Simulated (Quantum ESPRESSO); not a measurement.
Crystal: HPbNO4.

```
CELL_PARAMETERS angstrom
3.85404 0.14384 0.09012
-0.25320 5.52698 0.16471
-0.48197 -1.92720 5.72025
ATOMIC_POSITIONS crystal
H 0.10913 0.65718 0.54463
Pb 0.61029 0.52127 0.15100
N 0.91580 0.96263 0.95867
O 0.01384 0.13639 0.88084
O 0.72398 0.01057 0.12858
O 0.00389 0.73732 0.87043
O 0.11927 0.59324 0.37651
```

The cell was built by a generator and needn't be a form met in nature.

Base run:

- Program: Quantum ESPRESSO 7.5
- Functional: r2SCAN
- Potentials or basis: SG15 PBE 1.2
- Cutoff: 1197 eV
- Density cutoff: 4789 eV
- k mesh: 4 × 3 × 3
- Occupations: fermi-dirac, width 0.05 eV
- Spin: no spin polarisation

Its results: band gap on the k mesh 3.71 eV, indirect (least direct gap 3.82 eV); pressure -2.6 GPa; largest force 0.482 eV/Å.

Question: The run is repeated on the same cell with these changes: functional from r2SCAN to PBE; k mesh from 4 × 3 × 3 to 3 × 2 × 2. What comes out?

Answer: Band gap on the k mesh 3.16 eV, indirect (least direct gap 3.26 eV); pressure 0.2 GPa; largest force 0.123 eV/Å.

Several settings changed at once, so the effect can't be laid on one alone.

Caveats: some runs use coarse meshes; spin-orbit coupling is left out, which as a rule narrows the gap of such compounds by several tenths of an eV; the potentials were made for another functional, which shifts forces and pressure (some runs); the mesh misses the band edges, which the band path finds closer together (some runs); an odd mesh through Γ misses points on the zone boundary, where band edges often lie (some runs).
